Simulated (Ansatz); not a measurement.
# C3H7BF2: up Jacob's ladder to CCSD(T)

How much do the methods differ for C3H7BF2? The plan is to run it at one geometry with functionals of several rungs and with coupled cluster, and see how far each lands from CCSD(T) at the basis-set limit for the atomisation energy.

Program: Ansatz 0.2.0, Gaussian basis. Level of theory: functionals in def2-TZVPP, the program's frozen cores in correlated methods. These are calculated values, not measurements.

Plan: LDA (SPW92), PBE-D4, revPBE-D4, BLYP-D4, r2SCAN-D4, B97M-V, PBE0-D4, B3LYP-D4, r2SCANh-D4, r2SCAN0-D4, HSE06-D4, BHLYP-D4, CAM-B3LYP-D4, LC-ωPBE, ωB97X-V, ωB97M-V, B2PLYP, PBE-QIDH; CCSD(T)/def2-SVP; CCSD(T)/def2-TZVPP; MP2/def2-QZVPP; extrapolation to the limit; RPA on PBE.

## Step 1: Structure used throughout

An earlier PBE0-D4 in a triple-zeta def2 set relaxation fixed the geometry.

SMILES `CC(C)B(F)F`, 13 atoms, charge 0, spin multiplicity 1.

Atoms are counted from 1 here; the program's logs count them from 0.

Bond lengths: C1–C2 1.527 Å, C1–H7 1.094 Å, C1–H8 1.093 Å, C1–H9 1.091 Å, C2–C3 1.528 Å, C2–B4 1.565 Å, C2–H10 1.104 Å, C3–H11 1.093 Å, C3–H12 1.094 Å, C3–H13 1.091 Å, B4–F5 1.324 Å, B4–F6 1.324 Å. Angles: C2–C1–H7 111.0°, C2–C1–H8 110.8°, C2–C1–H9 111.9°, H7–C1–H8 107.4°, H7–C1–H9 107.5°, H8–C1–H9 108.1°, C1–C2–C3 112.1°, C1–C2–B4 113.0°, C1–C2–H10 107.4°, C3–C2–B4 112.9°, C3–C2–H10 107.4°, B4–C2–H10 103.3°, C2–C3–H11 110.8°, C2–C3–H12 111.0°, C2–C3–H13 111.9°, H11–C3–H12 107.4°, H11–C3–H13 108.1°, H12–C3–H13 107.6° and more.

## Step 2: LDA

This LDA is Slater exchange with PW92 correlation.

in.yaml

```yaml
crystal:
  periodic: [false, false, false]
  atoms:
    - {symbol: C, position_ang: [-0.845220, -0.895615, -0.720071]}
    - {symbol: C, position_ang: [0.227030, 0.094081, -0.269816]}
    - {symbol: C, position_ang: [0.968051, -0.387236, 0.976200]}
    - {symbol: B, position_ang: [-0.311398, 1.556714, -0.130536]}
    - {symbol: F, position_ang: [0.271590, 2.449884, 0.653326]}
    - {symbol: F, position_ang: [-1.355290, 1.992791, -0.817724]}
    - {symbol: H, position_ang: [-1.608531, -1.024417, 0.052551]}
    - {symbol: H, position_ang: [-0.408487, -1.878474, -0.914819]}
    - {symbol: H, position_ang: [-1.349778, -0.563368, -1.628992]}
    - {symbol: H, position_ang: [0.968009, 0.171797, -1.083930]}
    - {symbol: H, position_ang: [1.427621, -1.363305, 0.800891]}
    - {symbol: H, position_ang: [0.282897, -0.495827, 1.821786]}
    - {symbol: H, position_ang: [1.754009, 0.308077, 1.276033]}
basis:
  gaussian: {orbitals: def2-TZVPP}
hamiltonian: {xc: lda}
output: {orbitals: {seedname: orbitals}}
```

Command:

```console
$ ansatz run in.yaml --threads 4 --pin off --events-out ev --progress --plain --max-ram 10444MiB
```

The runs that follow: PBE-D4 (GGA); revPBE-D4 (GGA); BLYP-D4 (GGA); r2SCAN-D4 (meta-GGA); B97M-V (meta-GGA); B3LYP-D4 (hybrid); r2SCANh-D4 (hybrid); r2SCAN0-D4 (hybrid); HSE06-D4 (hybrid); BHLYP-D4 (hybrid); CAM-B3LYP-D4 (range-separated); LC-ωPBE (range-separated); ωB97X-V (range-separated); ωB97M-V (range-separated); B2PLYP (double hybrid); PBE-QIDH (double hybrid); CCSD(T) in def2-SVP; CCSD(T) in def2-TZVPP; MP2 in def2-QZVPP; RPA on PBE orbitals.

Q: Predict the results of all the runs planned. Wanted: atomisation energy, CCSD(T)/CBS; farthest beyond LDA; mean size of error, GGA; mean size of error, meta-GGA; mean size of error, hybrid; mean size of error, range-separated; mean size of error, double hybrid; gap, smallest and largest; T1 diagnostic.

**Answer**, as computed:

```
                               quantity                                                                                  value
        atomisation energy, CCSD(T)/CBS                                                                        1301.7 kcal/mol
functionals within 6.5 kcal/mol (0.5 %)  revPBE-D4, BLYP-D4, B97M-V, B3LYP-D4, r2SCANh-D4, LC-ωPBE, ωB97X-V, ωB97M-V, PBE-QIDH
                    farthest beyond LDA                                                              BHLYP-D4 (-31.0 kcal/mol)
                mean size of error, GGA                                                                          11.7 kcal/mol
           mean size of error, meta-GGA                                                                           6.4 kcal/mol
             mean size of error, hybrid                                                                           9.7 kcal/mol
    mean size of error, range-separated                                                                           5.7 kcal/mol
      mean size of error, double hybrid                                                                           4.6 kcal/mol
              gap, smallest and largest                                              6.42 eV (LDA (SPW92)), 14.18 eV (LC-ωPBE)
                          T1 diagnostic                                                                                 0.0111
triples share of the correlation energy                                                                                  3.3 %
```

**Reading.** The LDA atomisation energy is off by 182.2 kcal/mol (14 %): it overbinds. PBE-D4 is off by +27.5 kcal/mol. Double hybrids carry the basis error of their MP2 part in triple zeta, and no dispersion term here, so their miss is partly the set-up's. The rungs double hybrid, range-separated, meta-GGA miss on average by less than the doubt on the reference (6.5 kcal/mol), so they tie. Misses under about 6.5 kcal/mol are within the doubt on the reference itself, which lacks core-valence correlation, relativity and higher excitations. Hartree-Fock recovers 77 % of the binding; the rest is correlation. CCSD(T) in def2-SVP is off by -44.3 kcal/mol, worse than the median functional, from the basis alone. The gap grows from 6.4 to 14.2 eV across the functionals, mostly with the share of exact exchange.
